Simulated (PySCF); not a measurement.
# Al3As3H6 ((HAlAsH)3 ring): the cost of one run

Programs: PySCF 2.14.0, with density-fitted response routines of our own. Each step states its level of theory. These are calculated values for one molecule in the gas phase, unless marked as measured. Atoms count from 0, in the outputs and in this text.

## (1) The starting structure

12 atoms, charge 0, multiplicity 1; geometry from: GFN2-xTB. The atoms were then displaced at random by about 0.03 Å, so the start is not that level's minimum.

Bonds of the start (Å): Al0–H1 1.63, Al0–As2 2.51, Al0–As8 2.37, As2–Al3 2.48, As2–H9 1.61, Al3–H4 1.48, Al3–As5 2.48, As5–Al6 2.41, As5–H10 1.55, Al6–H7 1.71, Al6–As8 2.34, As8–H11 1.56.

## (2) Geometry optimisation at PBE0-D3(BJ)/def2-SVP

What the job is given:

```
{"job": {"xc": "PBE0", "basis": "def2-SVP", "d3": "d3bj", "grid": 1, "maxiter": 40, "shake": 0.03, "kind": "geom"}, "charge": 0, "multiplicity": 1}
Al    -0.054880     0.236430    -1.660620
H     -0.469450     0.615100    -3.188990
As    -1.098570     2.074780    -0.303400
Al     0.126270     0.711370     1.362610
H      1.466240     1.232500     1.724350
As    -0.405840    -1.408120     2.538810
Al    -0.064730    -1.676940     0.172860
H     -1.582420    -1.377760    -0.561860
As     1.624990    -1.419120    -1.426170
H      0.461750     2.478920    -0.286090
H     -1.825260    -1.145350     1.960750
H      1.937390    -0.404570    -0.281250
```

Launch:

```bash
> OMP_NUM_THREADS=1 python probes_run.py task.json out
```

The driver reads the jobs from task.json and runs them one after another.

**Question.** How long does this first job take on 1 thread of AMD EPYC, shared host, and how much memory does it need?

About 13 min, with a peak of 1.1 GiB.
